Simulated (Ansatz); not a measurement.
# TiAl2N3: the cost of one run

Computed with Ansatz 0.2.0 (DFT PBE, scalar-relativistic, plane waves, PAW, unless a step's input says otherwise).

**1. The structure to begin with**

The structure is tetragonal, space group I4/mmm (No. 139). The conventional cell has a = 3.302 Å, b = 3.302 Å, c = 14.008 Å, α = 90.00°, β = 90.00°, γ = 90.00°. Around Ti (site symmetry 4/mmm) lie 6 N at 2.33 Å. Al (site symmetry 4mm) is surrounded by 6 N at 2.33 Å. N (site symmetry 4/mmm) is surrounded by 4 Ti at 2.33 Å and 2 Al at 2.33 Å. N (site symmetry 4mm) has 5 Al at 2.33 Å and 1 Ti at 2.33 Å as nearest neighbours.

As a file:

```cif
data_structure
_symmetry_space_group_name_H-M 'P 1'
_symmetry_Int_Tables_number 1
_cell_length_a 7.3831
_cell_length_b 7.3831
_cell_length_c 7.3831
_cell_angle_alpha 154.158
_cell_angle_beta 154.158
_cell_angle_gamma 36.870
_cell_volume 76.36
loop_
_atom_site_label
_atom_site_type_symbol
_atom_site_fract_x
_atom_site_fract_y
_atom_site_fract_z
_atom_site_occupancy
Ti1 Ti 0.00000 0.00000 0.00000 1
Al1 Al 0.66667 0.66667 0.00000 1
Al2 Al 0.33333 0.33333 0.00000 1
N1 N 0.50000 0.50000 0.00000 1
N2 N 0.83333 0.83333 0.00000 1
N3 N 0.16667 0.16667 0.00000 1
```

The start is an ordering of an alloy on its end members' structure types: elements ordered on the sites of the AlN type, Ti/Al on Al (I4/mmm, No. 139).

**2. A first look at the guess**

input.yaml

```yaml
crystal:
  lattice:
    - [-1.65090082, 1.65090082, 7.004179]
    - [1.65090082, -1.65090082, 7.004179]
    - [1.65090082, 1.65090082, -7.004179]
  atoms:
    - { symbol: Ti, position: [0.0, 0.0, 0.0], spin: 1.0 }
    - { symbol: Al, position: [0.66666667, 0.66666667, 0.0] }
    - { symbol: Al, position: [0.33333333, 0.33333333, 0.0] }
    - { symbol: "N", position: [0.5, 0.5, 0.0] }
    - { symbol: "N", position: [0.83333333, 0.83333333, 0.0] }
    - { symbol: "N", position: [0.16666667, 0.16666667, 0.0] }
basis:
  ecutwfc: 420
kpoints:
  mp_grid: { grid: [8, 8, 8] }
hamiltonian:
  xc: pbe
scf:
  occupations: { method: gaussian, width: 0.1 }
  lower_state_search: "off"
output:
  forces: true
  stress: true
  eigenvalues: true
  populations: true
magnetization:
  spin_polarized: true
```

The run is started by

```sh
$ ansatz run input.yaml --threads 1 --pin off --max-ram 2560MiB --backend cpu --events-out ev --progress --plain --runs-dir out
```

What time and memory should one allow on 1 thread of Intel Xeon Platinum 8259CL at 2.50GHz (Skylake/Cascade Lake), shared host?

About 23 s, with a peak of 0.49 GiB.
